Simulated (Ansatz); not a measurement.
This script for Ansatz 0.2.0, Python API starts 5 runs on LuSe, space group Fm-3m. What input does the engine get in each?

`luse_push.py`:
```python
'''Frozen displacement of one atom in LuSe.'''

from dataclasses import dataclass

import ansatz as az
import numpy as np
from pymatgen.core import Lattice, Structure
from pymatgen.io.ase import AseAtomsAdaptor


@dataclass
class RunConfig:
    functional: str = 'pbesol'


opts = RunConfig()

pmg_structure = Structure(
    Lattice([[0.0, 2.788, 2.788], [2.788, 0.0, 2.788], [2.788, 2.788, 0.0]]),
    ['Lu', 'Se'],
    [
        [0.0, 0.0, 0.0],
        [0.5, 0.5, 0.5],
    ],
)
crystal = az.Crystal.from_ase(AseAtomsAdaptor.get_atoms(pmg_structure))

inverse = np.linalg.inv(np.array(crystal.lattice.vectors))
home = np.array(crystal.sites[1].position)
values = np.linspace(-0.02, 0.02, 5)
energies, pulls = [], []
for shift in values:
    moved = crystal.move(1, to=home + shift * inverse[0])
    setup = (
        moved.calculation()
        .functional(opts.functional)
        .kpoints(7)
        .occupations(az.OccupationsMethod.GAUSSIAN)
        .forces()
    )
    data = setup.run(threads=1, pin='off').report
    energies.append(data['free_energy_ev'])
    pulls.append(data['forces_ev_ang'][1][0])

# the force is minus the slope of the free energy
print('shift (A)   dE (eV)   force along x (eV/A)')
for shift, e, f in zip(values, energies, pulls):
    print(f'{shift:8.3f} {e - energies[2]:10.5f} {f:12.4f}')
print(f'stiffness from energies {2 * np.polyfit(values, energies, 2)[0]:.3f}, from forces {-np.polyfit(values, pulls, 1)[0]:.3f} eV/A^2')
```

Run 1:
```yaml
crystal:
  lattice:
    - [0.0, 2.788, 2.788]
    - [2.788, 0.0, 2.788]
    - [2.788, 2.788, 0.0]
  atoms:
    - { symbol: Lu, position: [0.0, 0.0, 0.0] }
    - { symbol: Se, position: [0.503586800573888, 0.4964131994261119, 0.4964131994261119] }
kpoints:
  mp_grid:
    grid: [7, 7, 7]
hamiltonian:
  xc: pbesol
scf:
  occupations:
    method: gaussian
output:
  forces: true
```

Run 2, against run 1:
```diff
-    - { symbol: Se, position: [0.503586800573888, 0.4964131994261119, 0.4964131994261119] }
+    - { symbol: Se, position: [0.5017934002869441, 0.498206599713056, 0.498206599713056] }
```

Run 3, against run 1:
```diff
-    - { symbol: Se, position: [0.503586800573888, 0.4964131994261119, 0.4964131994261119] }
+    - { symbol: Se, position: [0.5, 0.5, 0.5] }
```

Run 4, against run 1:
```diff
-    - { symbol: Se, position: [0.503586800573888, 0.4964131994261119, 0.4964131994261119] }
+    - { symbol: Se, position: [0.498206599713056, 0.5017934002869441, 0.5017934002869441] }
```

Run 5, against run 1:
```diff
-    - { symbol: Se, position: [0.503586800573888, 0.4964131994261119, 0.4964131994261119] }
+    - { symbol: Se, position: [0.4964131994261119, 0.503586800573888, 0.503586800573888] }
```

```console
$ python luse_push.py
DeckWarning: basis.ecutwfc = 420 eV, auto-derived from the records' recommended cutoffs: set by Lu (normal level)
shift (A)   dE (eV)   force along x (eV/A)
  -0.020    0.00142       0.1422
  -0.010    0.00036       0.0710
   0.000    0.00000       0.0000
   0.010    0.00036      -0.0710
   0.020    0.00142      -0.1422
stiffness from energies 7.105, from forces 7.108 eV/A^2
```
(Warnings from the package without file and line.)

The curvature of the energy gives 7.105 eV/Å² and the slope of the force 7.108 eV/Å², a positive curvature.

Reading the output:
- The mesh is modest for a metal, so energies can be off by several to tens of meV an atom and pressures by half a GPa or more; differences at equal mesh fare better.
- In a metal a curvature from energy changes of a few meV or less hangs on mesh and smearing, in size and even in sign.
- The structure is a deposited one; some such entries were measured under pressure or heat, so a shift against it needn't be the functional's error alone.
- All periodic images of the atom move with it, so the curvature is one diagonal element of the zone-centre force constants and no normal mode; a positive value doesn't exclude soft modes in which several atoms move.
- Wall time of the script: 19 s on 1 thread of Arm Neoverse V2, with other jobs on the host, peak memory 0.48 GiB.

(Lines on the test bed's own set-up are left out of the output.)
